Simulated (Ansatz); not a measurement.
# AsH2OS: the cost of one run

Method: RKS B3LYP/def2-TZVP, in Ansatz 0.2.0.

### 1 The system as given

Bond lengths: O1–As2 1.865 Å, As2–S3 2.113 Å, O1–H4 0.958 Å, As2–H5 1.571 Å. Angles: O1–As2–S3 100.9°, O1–As2–H5 94.2°, S3–As2–H5 101.0°, As2–O1–H4 103.2°.

Coordinates:

```xyz
5

O    -0.6966   -1.1364    0.0909
As    0.8341   -0.1771   -0.3737
S    -0.0070    1.6870   -0.9064
H    -1.3857   -0.4711    0.0748
H     1.2552    0.0977    1.1143
```

### 2 Relaxing end A

input.yaml

```yaml
crystal:
  periodic: [false, false, false]
  atoms:
    - { symbol: O, position_ang: [-0.69665, -1.13641, 0.09093] }
    - { symbol: As, position_ang: [0.83415, -0.17714, -0.37374] }
    - { symbol: S, position_ang: [-0.00704, 1.68698, -0.90639] }
    - { symbol: H, position_ang: [-1.38566, -0.47108, 0.07485] }
    - { symbol: H, position_ang: [1.25521, 0.09765, 1.11435] }
total_charge: -1
basis:
  gaussian: { orbitals: def2-TZVP }
hamiltonian:
  xc: b3lyp
relax:
  f_tol: 0.015
  max_steps: 40
```

Run with:

```sh
ansatz run input.yaml --threads 2 --pin off --max-ram 3072MiB --backend cpu --events-out ev --progress --plain --runs-dir out
```

What time and memory should one allow on 2 threads of AMD EPYC 7B13 (Zen 3), shared host?

About 12 s, with a peak of 0.28 GiB.
